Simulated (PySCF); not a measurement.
**SiF4: electronic structure in real space**

For SiF4, the scripts below analyse its density (charges, bond critical points, surface potential), see where an electron leaves and enters and measure its response to a uniform field.

The runs use PySCF 2.14.0; levels as typed in each script, gas phase, geometry from GFN2-xTB.

### 1 Where the work starts

SMILES `F[Si](F)(F)F`, 5 atoms, charge 0, spin multiplicity 1.

Bond lengths: F1–Si2 1.566 Å, Si2–F3 1.566 Å, Si2–F4 1.566 Å, Si2–F5 1.566 Å. Angles: F1–Si2–F3 109.4°, F1–Si2–F4 109.5°, F1–Si2–F5 109.6°, F3–Si2–F4 109.5°, F3–Si2–F5 109.5°, F4–Si2–F5 109.4°.

Coordinates:

```mol
F4Si
  3D, bonds by distance, orders not assigned

  5  4  0  0  0  0  0  0  0  0999 V2000
    0.9049   -0.9373    0.8687 F   0  0
    0.0000   -0.0002    0.0001 Si  0  0
    0.9049    0.9374   -0.8688 F   0  0
   -0.9049   -0.8694   -0.9365 F   0  0
   -0.9049    0.8696    0.9365 F   0  0
  1  2  8  0
  2  3  8  0
  2  4  8  0
  2  5  8  0
M  END
```

### 2 Density, bond paths and surface potential (wB97X/def2-tzvp)

input.py

```python
import numpy as np
from pyscf import gto, scf, dft
from pyscf.scf import atom_ks, atom_hf
from scipy.linalg import block_diag

def solve(mol, dm0=None, hcore=None):
    mf = (dft.UKS if mol.spin else dft.RKS)(mol, xc='wb97x')
    mf.grids.level = 3
    mf = mf.density_fit(auxbasis='def2-universal-jkfit')
    mf.conv_tol, mf.max_cycle = 1e-8, 80
    if hcore is not None:
        mf.get_hcore = lambda *args: hcore
    mf.kernel(dm0)
    if not mf.converged:
        mf = mf.newton().run(mf.mo_coeff, mf.mo_occ, max_cycle=30)
    assert mf.converged, 'SCF not converged'
    return mf

mol = gto.M(atom='''
F      0.90491    -0.93726     0.86873
Si     0.00001    -0.00019     0.00008
F      0.90491     0.93741    -0.86879
F     -0.90492    -0.86944    -0.93655
F     -0.90492     0.86959     0.93649
''', basis='def2-tzvp', charge=0, spin=0, verbose=4)
mf = solve(mol)
mf.analyze()
# spherically averaged free atoms, for the promolecule
atm = atom_ks.get_atm_nrks(mol, xc='wb97x')
pro = block_diag(*[(atm[a[0]][2] * atm[a[0]][3]) @ atm[a[0]][2].T for a in mol._atom])
np.savez('result.npz', e=mf.e_tot, c=mf.mo_coeff, occ=mf.mo_occ, eps=mf.mo_energy, pro=pro, dip=mf.dip_moment(verbose=0), s2=mf.spin_square()[0])
```

On the command line:

```bash
$ OMP_NUM_THREADS=1 python input.py
```

### 4 Removing and adding an electron (wB97X/def2-tzvp)

input.py

```python
import numpy as np
from pyscf import gto, scf, dft
from pyscf.scf import atom_ks, atom_hf
from scipy.linalg import block_diag

def solve(mol, dm0=None, hcore=None):
    mf = (dft.UKS if mol.spin else dft.RKS)(mol, xc='wb97x')
    mf.grids.level = 3
    mf = mf.density_fit(auxbasis='def2-universal-jkfit')
    mf.conv_tol, mf.max_cycle = 1e-8, 80
    if hcore is not None:
        mf.get_hcore = lambda *args: hcore
    mf.kernel(dm0)
    if not mf.converged:
        mf = mf.newton().run(mf.mo_coeff, mf.mo_occ, max_cycle=30)
    assert mf.converged, 'SCF not converged'
    return mf

mol = gto.M(atom='''
F      0.90491    -0.93726     0.86873
Si     0.00001    -0.00019     0.00008
F      0.90491     0.93741    -0.86879
F     -0.90492    -0.86944    -0.93655
F     -0.90492     0.86959     0.93649
''', basis='def2-tzvp', charge=0, spin=0, verbose=4)
mf = solve(mol)
out = dict(e0=mf.e_tot, dm0=mf.make_rdm1(), c=mf.mo_coeff, occ=mf.mo_occ, eps=mf.mo_energy)
for name, dq, spin in [('cation', 1, 1)]:
    ion = mol.copy().set(charge=mol.charge + dq, spin=spin).build()
    mi = solve(ion)
    if spin and dq > 0 and mol.nao < 130:
        c, _, stable, _ = mi.stability(return_status=True)
        if not stable:
            mi = solve(ion, mi.make_rdm1(c, mi.mo_occ))
    print(name, 'vertical energy change / eV', (mi.e_tot - mf.e_tot) * 27.211386)
    out.update({'e_' + name: mi.e_tot, 'dm_' + name: mi.make_rdm1(), 's2_' + name: mi.spin_square()[0], 'eps_' + name: mi.mo_energy, 'occ_' + name: mi.mo_occ})
# spherically averaged free atoms, for the promolecule
atm = atom_ks.get_atm_nrks(mol, xc='wb97x')
pro = block_diag(*[(atm[a[0]][2] * atm[a[0]][3]) @ atm[a[0]][2].T for a in mol._atom])
np.savez('result.npz', pro=pro, **out)
```

### 5 Response to an electric field (wB97X/def2-tzvp)

input.py

```python
import numpy as np
from pyscf import gto, scf, dft
from pyscf.scf import atom_ks, atom_hf
from scipy.linalg import block_diag

def solve(mol, dm0=None, hcore=None):
    mf = (dft.UKS if mol.spin else dft.RKS)(mol, xc='wb97x')
    mf.grids.level = 3
    mf = mf.density_fit(auxbasis='def2-universal-jkfit')
    mf.conv_tol, mf.max_cycle = 1e-8, 80
    if hcore is not None:
        mf.get_hcore = lambda *args: hcore
    mf.kernel(dm0)
    if not mf.converged:
        mf = mf.newton().run(mf.mo_coeff, mf.mo_occ, max_cycle=30)
    assert mf.converged, 'SCF not converged'
    return mf

mol = gto.M(atom='''
F      0.90491    -0.93726     0.86873
Si     0.00001    -0.00019     0.00008
F      0.90491     0.93741    -0.86879
F     -0.90492    -0.86944    -0.93655
F     -0.90492     0.86959     0.93649
''', basis='def2-tzvp', charge=0, spin=0, verbose=4)
field = np.array([0.004, 0.0, 0.0])  # atomic units
mol.set_common_orig(mol.atom_charges() @ mol.atom_coords() / mol.atom_charges().sum())
mf = solve(mol)
out = dict(dm0=mf.make_rdm1(), d0=mf.dip_moment(unit='AU'), e0=mf.e_tot)
for name, sign in (('p', 1), ('m', -1)):
    h = mf.get_hcore() + sign * np.einsum('x,xij->ij', field, mol.intor('int1e_r'))
    mi = solve(mol, mf.make_rdm1(), h)
    out.update({'dm' + name: mi.make_rdm1(), 'd' + name: mi.dip_moment(unit='AU'), 'e' + name: mi.e_tot})
# spherically averaged free atoms, for the promolecule
atm = atom_ks.get_atm_nrks(mol, xc='wb97x')
pro = block_diag(*[(atm[a[0]][2] * atm[a[0]][3]) @ atm[a[0]][2].T for a in mol._atom])
np.savez('result.npz', pro=pro, **out)
```

(Steps that only read results are left out.)

Before running it: what results should come out? Wanted: dipole moment; HOMO, LUMO; polarisability along the field.

**Answer**, as computed:

| quantity | value |
| --- | --- |
| dipole moment (wB97X/def2-tzvp) | 0.00 D |
| HOMO, LUMO (wB97X/def2-tzvp) | -15.31, 2.70 eV |
| polarisability along the field (wB97X/def2-tzvp) | 20.2 bohr³ |

In words: At wB97X/def2-tzvp: The highest Hirshfeld charge is on Si2 (+0.69 e), the lowest on F1, F3, F4 and F5 (−0.17 e). The geometry was not optimised at these levels.
